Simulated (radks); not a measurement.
**Tm⁴⁺ in [Xe] 4f11: an all-electron calculation**

What are the levels of the thulium ion Tm4+, how large are its shells, and how does its energy divide?

Method: Dirac Kohn-Sham, AM05, spin-unpolarised, spherical densities, point nucleus; open shells fill j = l - 1/2 first. Code: radks (a radial shooting solver on a logarithmic mesh, Libxc functionals) version 1.

**1. The atom as given**

| Quantity | Value |
| --- | --- |
| element | thulium (Z = 69) |
| charge | +4 |
| electrons | 65 |
| configuration | [Xe] 4f11 |

**2. The run**

Input:

```text
Z 69
configuration [Xe] 4f11
relativity Dirac
functional am05,am05
spin unpolarised
j_filling energy
nucleus point
c 137.035999084
```

**Question.** What will this run give?

As calculated:

```
                        quantity                   value
                    total energy     -13570.7449 hartree
exchange-correlation share of it                  2.04 %
                            −T/E                  1.1074
          highest occupied level       4f7/2, -56.050 eV
    most extended occupied level  5p3/2, <r> = 1.39 bohr
 radius at density 0.001 e/bohr³               2.95 bohr
    maxima of the radial density                       4
         ionisation energy, NIST     65.4 (semi-emp.) eV
```

**Reading.** The radial density shows 4 maxima for 5 occupied principal shells; where shells overlap, one shows as a shoulder or not at all. Relativity lifts −T/E to 1.107. The top level binds by 56.050 eV, 86 % of the NIST ionisation energy of 65.4 eV; the potential of a semilocal functional falls off too fast, so its top eigenvalue is too shallow. Spin polarisation and multiplet splitting are left out.
